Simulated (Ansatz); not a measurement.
Born–Oppenheimer molecular dynamics of a periodic cell of 16 atoms, C (start crystal C, start structure diamond, volume 1.1 times the crystal's). It starts from a structure without forces on its atoms.

Computed with DFT LDA, scalar-relativistic, plane waves, PAW in Ansatz. Settings: accuracy low, cutoff 420 eV, k mesh 3x3x3, fermi-dirac smearing 0.24 eV, no spin polarisation.

* ensemble: NVT, Langevin thermostat
* time step: 0.75 fs
* steps asked: 120
* set temperature: 2800 K
* friction: 0.02 /fs
* seed: 649454

Frames 3.75 fs apart, positions in Å, forces in eV/Å.

Velocities at 7.5 fs (Å/ps):

```
C 6.56 -1.01 7.38
C 6.54 21.66 2.15
C 5.96 2.07 -10.94
C 1.44 3.59 -1.66
C -4.34 6.15 14.42
C 7.20 7.61 -1.15
C 1.06 -2.47 -10.72
C 0.32 10.29 1.91
C -0.13 2.79 1.80
C 4.67 2.69 -0.87
C 8.29 -11.02 -19.30
C -1.86 -6.41 -13.69
C -6.42 0.04 3.79
C -4.11 -0.95 16.76
C -12.97 -18.45 1.73
C 0.74 -10.65 -2.59
```

```xyz
16
Lattice="0.0000 3.6852 3.6852 3.6852 0.0000 3.6852 3.6852 3.6852 0.0000" Properties=species:S:1:pos:R:3:forces:R:3 time_fs=7.5 energy_less_start_eV=4.305 T=970
C -0.076 0.059 0.003 5.74 -0.29 1.54
C 0.935 1.067 0.913 -0.14 -2.71 1.65
C 1.900 1.883 -0.095 -2.41 -2.40 2.30
C 2.775 2.753 0.837 0.47 0.09 0.58
C 1.866 0.070 2.047 -0.54 0.25 -5.41
C 2.875 1.014 2.857 -3.80 -1.73 -3.75
C 3.700 1.797 1.760 0.17 1.43 1.32
C 4.563 2.834 2.825 5.41 -4.81 -4.99
C -0.041 1.893 1.922 2.04 -2.47 -2.21
C 0.976 2.764 2.768 -2.32 1.03 -0.98
C 1.897 3.675 1.754 -2.67 -1.46 0.66
C 2.738 4.453 2.687 1.83 4.06 1.98
C 1.835 1.843 3.569 0.18 0.36 5.67
C 2.754 2.733 4.731 -1.06 0.81 -1.73
C 3.703 3.465 3.660 -4.83 7.10 4.65
C 4.552 4.526 4.575 1.94 0.74 -1.27
16
Lattice="0.0000 3.6852 3.6852 3.6852 0.0000 3.6852 3.6852 3.6852 0.0000" Properties=species:S:1:pos:R:3:forces:R:3 time_fs=11.2 energy_less_start_eV=4.132 T=1238
C -0.030 0.064 0.033 4.16 1.08 -0.26
C 0.944 1.124 0.938 0.06 -4.25 0.49
C 1.912 1.866 -0.118 -2.40 -0.99 2.38
C 2.787 2.774 0.840 1.31 -1.60 -0.66
C 1.858 0.084 2.055 -0.22 0.64 -4.89
C 2.872 1.048 2.834 -2.87 -2.99 -1.83
C 3.700 1.796 1.749 0.76 1.46 1.32
C 4.581 2.855 2.813 2.42 -4.51 -2.58
C -0.018 1.905 1.919 1.27 -2.33 -1.41
C 0.983 2.778 2.766 -2.01 0.59 -0.25
C 1.913 3.627 1.690 -2.85 0.62 2.91
C 2.742 4.465 2.653 1.19 2.96 2.61
C 1.818 1.837 3.609 0.51 0.25 4.05
C 2.717 2.731 4.787 -0.67 1.14 -2.84
C 3.630 3.452 3.711 -1.05 6.05 1.15
C 4.574 4.481 4.537 0.36 1.87 -0.21
16
Lattice="0.0000 3.6852 3.6852 3.6852 0.0000 3.6852 3.6852 3.6852 0.0000" Properties=species:S:1:pos:R:3:forces:R:3 time_fs=15.0 energy_less_start_eV=3.725 T=1627
C 0.054 0.114 0.062 0.90 0.16 -1.82
C 0.951 1.136 0.985 0.60 -4.72 -1.46
C 1.913 1.845 -0.095 -1.63 0.84 1.06
C 2.815 2.778 0.834 1.85 -1.86 -0.76
C 1.848 0.073 2.010 0.44 1.60 -3.05
C 2.863 1.063 2.784 -1.75 -2.89 0.61
C 3.720 1.829 1.763 0.99 0.96 0.61
C 4.623 2.863 2.777 -1.40 -4.14 0.54
C 0.015 1.910 1.911 -0.80 -1.05 -0.38
C 0.952 2.812 2.745 0.21 -0.61 1.26
C 1.900 3.547 1.656 -2.29 4.23 4.01
C 2.742 4.550 2.638 0.27 -0.28 3.00
C 1.815 1.809 3.665 0.33 1.32 1.08
C 2.682 2.756 4.811 0.30 0.19 -3.68
C 3.548 3.507 3.776 2.83 4.42 -2.89
C 4.603 4.467 4.485 -0.85 1.84 1.87
16
Lattice="0.0000 3.6852 3.6852 3.6852 0.0000 3.6852 3.6852 3.6852 0.0000" Properties=species:S:1:pos:R:3:forces:R:3 time_fs=18.8 energy_less_start_eV=4.234 T=1951
C 0.118 0.132 0.098 -1.52 -1.15 -3.99
C 0.964 1.092 1.014 0.59 -3.69 -2.55
C 1.889 1.815 -0.047 0.20 2.60 -0.93
C 2.876 2.759 0.812 -0.62 -0.58 1.58
C 1.835 0.075 1.931 0.85 1.05 -0.13
C 2.853 1.035 2.706 -1.23 -1.39 3.53
C 3.749 1.864 1.794 0.69 0.17 -0.52
C 4.652 2.846 2.736 -2.82 -3.17 2.24
C 0.042 1.871 1.906 -2.22 1.66 0.41
C 0.938 2.852 2.722 1.01 -2.47 2.62
C 1.868 3.506 1.692 0.15 5.21 1.59
C 2.755 4.619 2.648 -0.72 -2.78 3.61
C 1.799 1.766 3.714 1.57 2.75 -1.54
C 2.657 2.776 4.829 1.76 -0.95 -5.52
C 3.505 3.611 3.804 3.77 1.67 -3.99
C 4.620 4.474 4.460 -1.47 1.07 3.60
16
Lattice="0.0000 3.6852 3.6852 3.6852 0.0000 3.6852 3.6852 3.6852 0.0000" Properties=species:S:1:pos:R:3:forces:R:3 time_fs=22.5 energy_less_start_eV=4.645 T=2144
C 0.202 0.107 0.096 -4.51 -2.42 -4.22
C 0.975 0.987 1.010 0.39 0.74 -2.49
C 1.861 1.814 -0.024 1.73 2.77 -1.23
C 2.966 2.731 0.841 -3.91 0.98 1.50
C 1.830 0.077 1.847 1.27 -1.30 2.83
C 2.852 0.975 2.648 -0.92 0.36 4.63
C 3.769 1.893 1.822 0.15 -1.00 -0.74
C 4.644 2.818 2.723 -1.63 -1.23 2.58
C 0.044 1.853 1.905 -2.11 1.75 -0.32
C 0.942 2.855 2.730 0.63 -3.49 2.97
C 1.823 3.528 1.781 3.28 4.74 -1.61
C 2.774 4.636 2.678 -1.94 -2.44 3.63
C 1.783 1.751 3.726 3.19 3.19 -2.54
C 2.654 2.766 4.784 2.26 -0.55 -5.22
C 3.494 3.755 3.815 3.52 -2.26 -4.12
C 4.621 4.518 4.475 -1.40 0.16 4.36
16
Lattice="0.0000 3.6852 3.6852 3.6852 0.0000 3.6852 3.6852 3.6852 0.0000" Properties=species:S:1:pos:R:3:forces:R:3 time_fs=26.2 energy_less_start_eV=4.265 T=2240
C 0.237 0.060 0.039 -6.18 -2.63 -1.83
C 0.982 0.874 0.985 -0.31 5.38 -2.29
C 1.836 1.846 -0.040 2.28 0.93 0.46
C 2.990 2.702 0.898 -5.42 2.93 -1.01
C 1.853 0.082 1.808 1.27 -4.24 2.64
C 2.859 0.910 2.614 -0.42 1.84 4.69
C 3.777 1.909 1.828 -0.01 -2.43 -0.07
C 4.629 2.791 2.728 -0.04 0.70 2.10
C 0.033 1.860 1.892 -1.96 0.02 -1.03
C 0.942 2.819 2.774 1.28 -2.91 -0.11
C 1.800 3.607 1.836 3.81 2.03 -1.58
C 2.780 4.615 2.733 -2.26 0.74 0.75
C 1.810 1.766 3.681 2.32 1.98 -1.22
C 2.643 2.735 4.659 3.25 0.89 -1.78
C 3.536 3.869 3.776 2.40 -6.16 -2.57
C 4.620 4.555 4.523 -0.01 0.94 2.85
16
Lattice="0.0000 3.6852 3.6852 3.6852 0.0000 3.6852 3.6852 3.6852 0.0000" Properties=species:S:1:pos:R:3:forces:R:3 time_fs=30.0 energy_less_start_eV=3.964 T=2043
C 0.232 0.003 -0.034 -5.88 -0.78 1.86
C 1.009 0.811 0.955 -1.68 5.83 -1.73
C 1.838 1.868 -0.054 1.83 -0.28 2.61
C 2.937 2.704 0.946 -3.92 3.27 -2.30
C 1.886 0.053 1.812 0.84 -4.22 0.53
C 2.874 0.887 2.635 -0.04 1.27 3.18
C 3.811 1.907 1.826 -1.80 -2.03 0.24
C 4.630 2.777 2.756 0.88 2.05 0.79
C 0.007 1.839 1.876 -0.74 -0.38 -1.68
C 0.965 2.762 2.819 0.60 -1.46 -4.13
C 1.801 3.709 1.852 3.20 -1.89 -0.42
C 2.739 4.608 2.785 -0.57 2.89 -2.09
C 1.856 1.787 3.617 1.25 0.51 0.37
C 2.660 2.709 4.511 4.14 2.12 3.04
C 3.623 3.928 3.720 0.52 -8.43 -1.16
C 4.614 4.598 4.577 1.38 1.51 0.91
16
Lattice="0.0000 3.6852 3.6852 3.6852 0.0000 3.6852 3.6852 3.6852 0.0000" Properties=species:S:1:pos:R:3:forces:R:3 time_fs=33.8 energy_less_start_eV=3.298 T=2415
C 0.185 -0.041 -0.065 -3.57 0.04 2.92
C 1.022 0.801 0.902 -1.37 3.72 0.90
C 1.890 1.880 -0.065 -0.67 -0.09 4.25
C 2.838 2.735 0.940 0.06 1.83 -1.22
C 1.936 0.007 1.851 -0.37 -1.75 -2.34
C 2.897 0.898 2.689 -0.12 -0.40 0.82
C 3.835 1.870 1.836 -3.11 0.98 0.57
C 4.681 2.795 2.804 -0.28 1.68 -1.66
C 0.001 1.787 1.857 0.56 0.83 -2.38
C 0.998 2.699 2.835 -1.66 0.64 -5.52
C 1.833 3.767 1.850 1.46 -3.69 -0.27
C 2.680 4.641 2.785 3.78 1.01 -2.53
C 1.895 1.786 3.568 1.43 0.63 2.47
C 2.731 2.733 4.412 3.32 1.37 5.38
C 3.687 3.888 3.662 -0.36 -6.25 0.39
C 4.633 4.653 4.630 0.89 -0.55 -1.80
16
Lattice="0.0000 3.6852 3.6852 3.6852 0.0000 3.6852 3.6852 3.6852 0.0000" Properties=species:S:1:pos:R:3:forces:R:3 time_fs=37.5 energy_less_start_eV=3.165 T=2010
C 0.095 -0.095 -0.071 0.34 0.97 2.39
C 1.025 0.838 0.867 -1.60 0.60 2.00
C 1.922 1.907 -0.034 -2.64 -1.26 2.71
C 2.743 2.788 0.900 3.79 0.41 0.78
C 1.966 -0.059 1.879 -0.20 1.71 -3.50
C 2.914 0.892 2.756 -0.46 -0.99 -1.68
C 3.816 1.866 1.864 -1.86 0.96 0.11
C 4.726 2.828 2.837 -1.65 0.14 -3.22
C -0.006 1.741 1.801 2.12 1.95 -1.71
C 1.016 2.616 2.795 -2.77 2.92 -3.98
C 1.888 3.760 1.838 -1.79 -2.78 -0.66
C 2.645 4.676 2.737 6.29 -1.00 -1.10
C 1.962 1.805 3.568 0.00 0.20 2.97
C 2.838 2.768 4.380 0.82 -0.22 5.62
C 3.733 3.795 3.608 -0.27 -1.59 1.99
C 4.680 4.702 4.662 -0.12 -2.02 -2.71
16
Lattice="0.0000 3.6852 3.6852 3.6852 0.0000 3.6852 3.6852 3.6852 0.0000" Properties=species:S:1:pos:R:3:forces:R:3 time_fs=41.2 energy_less_start_eV=3.587 T=1679
C 0.040 -0.139 -0.056 2.14 1.93 0.92
C 1.029 0.879 0.873 -1.19 -1.75 0.96
C 1.924 1.910 -0.003 -2.26 -1.91 0.39
C 2.698 2.829 0.882 5.29 -1.49 1.53
C 1.981 -0.107 1.861 0.87 4.06 -2.75
C 2.923 0.854 2.788 -0.84 0.13 -2.24
C 3.787 1.875 1.895 -0.22 -0.17 -0.90
C 4.762 2.867 2.837 -2.05 -2.73 -3.55
C 0.014 1.722 1.743 2.62 2.61 -0.12
C 0.977 2.580 2.717 0.04 2.87 -0.30
C 1.918 3.720 1.816 -3.77 -0.45 -0.04
C 2.678 4.683 2.682 5.00 -2.10 0.56
C 2.024 1.797 3.606 -2.14 0.86 1.38
C 2.972 2.791 4.425 -3.21 -2.32 3.57
C 3.781 3.706 3.570 -0.20 2.89 2.88
C 4.706 4.732 4.663 -0.09 -2.41 -2.30
16
Lattice="0.0000 3.6852 3.6852 3.6852 0.0000 3.6852 3.6852 3.6852 0.0000" Properties=species:S:1:pos:R:3:forces:R:3 time_fs=45.0 energy_less_start_eV=4.695 T=1913
C -0.002 -0.184 -0.010 3.26 3.46 -2.03
C 1.042 0.912 0.879 -0.81 -3.73 0.02
C 1.894 1.862 0.018 0.52 -0.19 -1.42
C 2.697 2.847 0.862 3.72 -3.67 3.16
C 1.973 -0.139 1.817 2.57 5.43 -1.08
C 2.920 0.810 2.815 -1.15 2.27 -1.94
C 3.764 1.903 1.930 0.90 -1.95 -2.21
C 4.806 2.897 2.810 -3.19 -5.49 -2.59
C 0.065 1.729 1.700 1.68 2.13 2.10
C 0.934 2.610 2.632 2.59 2.24 3.41
C 1.911 3.685 1.825 -3.24 1.28 -0.63
C 2.763 4.666 2.658 2.14 -3.08 1.53
C 2.050 1.814 3.670 -2.55 -0.46 -0.53
C 3.058 2.778 4.525 -5.45 -1.78 -0.71
C 3.815 3.642 3.543 -0.44 5.36 3.89
C 4.731 4.739 4.645 -0.55 -1.82 -0.96
16
Lattice="0.0000 3.6852 3.6852 3.6852 0.0000 3.6852 3.6852 3.6852 0.0000" Properties=species:S:1:pos:R:3:forces:R:3 time_fs=48.8 energy_less_start_eV=5.660 T=1524
C -0.030 -0.197 0.046 4.37 4.45 -4.33
C 1.028 0.899 0.889 0.43 -3.75 -0.79
C 1.865 1.800 0.048 2.82 1.88 -3.18
C 2.740 2.831 0.885 0.15 -5.39 4.28
C 2.005 -0.132 1.764 1.27 4.54 2.19
C 2.912 0.788 2.849 -1.26 3.47 -2.04
C 3.750 1.899 1.943 1.47 -1.77 -2.40
C 4.788 2.906 2.767 -1.92 -6.70 -1.45
C 0.120 1.778 1.680 1.27 -1.62 4.92
C 0.913 2.664 2.584 3.80 1.63 5.82
C 1.880 3.669 1.848 -0.51 1.83 -1.65
C 2.863 4.613 2.662 -1.08 -2.05 2.40
C 2.061 1.835 3.738 -1.91 -1.58 -2.06
C 3.118 2.752 4.625 -7.61 1.06 -5.18
C 3.839 3.630 3.572 0.13 5.48 2.91
C 4.762 4.726 4.618 -1.44 -1.48 0.57
```

Of the whole run (90 fs, mean temperature of the second half 2078 K): The mean temperature of the second half is 26 % below the set value. A run of 0.09 ps of so small a system gives no equilibrium averages. Limits of this set-up: low accuracy level.

Run time: 8.2 min on 1 thread of Arm Neoverse V2, with other jobs on the host, peak memory 0.34 GiB.
